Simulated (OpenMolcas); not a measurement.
**Ir³⁺ among point charges: CASSCF and CASPT2 levels and susceptibility**

Aim: the splitting of the states of Ir³⁺ in the field of 4 point charges, its lowest levels with spin-orbit coupling and its magnetic susceptibility.

Method: state-averaged CASSCF and CASPT2, spin-orbit coupling by RASSI with atomic mean-field integrals. Code: OpenMolcas 26.06.

### 1 Starting point

```
Species                           : Ir³⁺ (iridium, Z = 77, 74 electrons)
Basis                             : ANO-RCC-VTZP [8s7p5d3f1g], 84 functions
Scalar Hamiltonian                : DKH2, point nucleus
Inactive shells                   : 1s 2s 2p 3s 3p 3d 4s 4p 4d 4f 5s 5p
Active space                      : 6 electrons in 5 orbitals (5d)
Some configurations of this space : 5d⁶
Orbitals                          : optimised for each spin and parity, averaged over all roots
```

Outer shells as boxes (Hund's rule):

5d6
```
5d [↑↓][↑ ][↑ ][↑ ][↑ ]
```

The ion sits among 4 point charges of -1.25 e arranged as a tetrahedron (Td), 1.99 Å from the ion.

The work runs as a chain of OpenMolcas steps in one folder; each step below is one input file. Labels, J, g values, rates, χT and fits are worked out afterwards by a script from the matrices that RASSI stores.

### 2 Basis and integrals

Contents of a.inp:

```
&GATEWAY
Coord
1

Ir 0.0 0.0 0.0
Basis=ANO-RCC-VTZP
Group=NoSym
NoMove
AngMom=0.0 0.0 0.0
AMFI
XField
4 Angstrom 0
1.148927 1.148927 1.148927 -1.250000
1.148927 -1.148927 -1.148927 -1.250000
-1.148927 1.148927 -1.148927 -1.250000
-1.148927 -1.148927 1.148927 -1.250000
&SEWARD
```

Launch:

```sh
$ OMP_NUM_THREADS=1 MOLCAS_MEM=1689 MOLCAS_PROJECT=a pymolcas a.inp > a.log
```

### 3 Reference wave functions, quintets, 5 roots

Contents of a.inp:

```
&RASSCF
FileOrb=start.orb
Symmetry=1
Spin=5
nActEl=6 0 0
Inactive=34
Ras2=5
CIRoot=5 5 1
SDav=5
CIMx=300
Iter=120 100
PrWF=0.3
OrbListing=Nothing
MaxOrb=0
>>> COPY $Project.JobIph JOB001
```

start.orb holds the contracted functions of the basis, ordered by shell, or the orbitals of the step before.

### 4 Reference wave functions, triplets, 45 roots

Contents of a.inp:

```
&RASSCF
FileOrb=start.orb
Symmetry=1
Spin=3
nActEl=6 0 0
Inactive=34
Ras2=5
CIRoot=45 45 1
SDav=45
CIMx=300
Iter=120 100
PrWF=0.3
OrbListing=Nothing
MaxOrb=0
>>> COPY $Project.JobIph JOB002
```

### 5 Reference wave functions, singlets, 50 roots

Contents of a.inp:

```
&RASSCF
FileOrb=start.orb
Symmetry=1
Spin=1
nActEl=6 0 0
Inactive=34
Ras2=5
CIRoot=50 50 1
SDav=50
CIMx=300
Iter=120 100
PrWF=0.3
OrbListing=Nothing
MaxOrb=0
>>> COPY $Project.JobIph JOB003
```

### 6 RASSI: spin-orbit coupling between the states

Contents of a.inp:

```
&RASSI
NrOfJobIphs=3 5 45 50
1 2 3 4 5
1 2 3 4 5 6 7 8 9 10 11 12 13 14 15 16 17 18 19 20 21 22 23 24 25 26 27
28 29 30 31 32 33 34 35 36 37 38 39 40 41 42 43 44 45
1 2 3 4 5 6 7 8 9 10 11 12 13 14 15 16 17 18 19 20 21 22 23 24 25 26 27
28 29 30 31 32 33 34 35 36 37 38 39 40 41 42 43 44 45 46 47 48 49 50
IphNames
JOB001
JOB002
JOB003
EJob
SpinOrbit
DIPRint=1.0
SOCoupling=1000.0
Subsets=2
Property=9
'ANGMOM' 1 'ANGMOM' 2 'ANGMOM' 3 'MLTPL  1' 1 'MLTPL  1' 2 'MLTPL  1' 3
'AMFI' 1 'AMFI' 2 'AMFI' 3
SOProperty=3
'ANGMOM' 1 'ANGMOM' 2 'ANGMOM' 3
```

### 7 CASPT2: IPEA 0.25, imaginary shift 0.1 (closed shells correlated: 4f 5s 5p)

Contents of a.inp:

```
>>> COPY JOB001 $Project.JobIph
&CASPT2
Multistate=5 1 2 3 4 5
NoMult
Frozen=23
IPEA=0.25
Imaginary=0.1
MaxIter=60
WThr=0.0 0.3 0.05
PrWF=0.5
NoMix
>>> COPY JOB002 $Project.JobIph
&CASPT2
Multistate=45 1 2 3 4 5 6 7 8 9 10 11 12 13 14 15 16 17 18 19 20 21 22
23 24 25 26 27 28 29 30 31 32 33 34 35 36 37 38 39 40 41 42 43 44 45
NoMult
Frozen=23
IPEA=0.25
Imaginary=0.1
MaxIter=60
WThr=0.0 0.3 0.05
PrWF=0.5
NoMix
>>> COPY JOB003 $Project.JobIph
&CASPT2
Multistate=50 1 2 3 4 5 6 7 8 9 10 11 12 13 14 15 16 17 18 19 20 21 22
23 24 25 26 27 28 29 30 31 32 33 34 35 36 37 38 39 40 41 42 43 44 45 46
47 48 49 50
NoMult
Frozen=23
IPEA=0.25
Imaginary=0.1
MaxIter=60
WThr=0.0 0.3 0.05
PrWF=0.5
NoMix
```

(Steps that only read results are left out.)

Before running it: what results should come out? Wanted: spin-free ground state; first state of the same spin within the active space; lowest level; next level.

As calculated:

```
                                            quantity                                                                           value
                                              method  SS-CASPT2, IPEA 0.25, imaginary shift 0.1 (closed shells correlated: 4f 5s 5p)
                              spin-free ground state                                                  5E, 2-fold in its orbital part
first state of the same spin within the active space                                                                5T2 at 2600 cm⁻¹
                                        lowest level                                                                       1-fold A1
                                          next level                                                                      168.8 cm⁻¹
                                         χT at 300 K                                                                  4.87 cm³ K/mol
                           effective moment at 300 K                                                                         6.24 μB
```

Cost by method:

| method | time of its own steps | time with the reference |
| --- | --- | --- |
| A. CASSCF | 27 s | 27 s |
| B. SS-CASPT2, IPEA 0.25, imaginary shift 0.1, +4f 5s 5p | 61 s | 88 s |

Times are of one thread on a shared host.

In words: The spin-free ground state (5E) comes to 100 % from free-ion D terms and keeps the highest spin of the shell. χT at 300 K is 4.87, against 3.01 cm³ K/mol for the spin alone, so orbital moment adds to it. An active space of the d shell alone favours high spin; real ions in strong fields can be low spin. CASPT2 does not keep the components of a term degenerate, and the means are used. An orbital doublet at a regular site is open to a Jahn-Teller distortion, which this geometry leaves out. The field of point charges can differ much from that of real complexes. Point charges carry no covalency, so the field is a model and not that of real ligands.
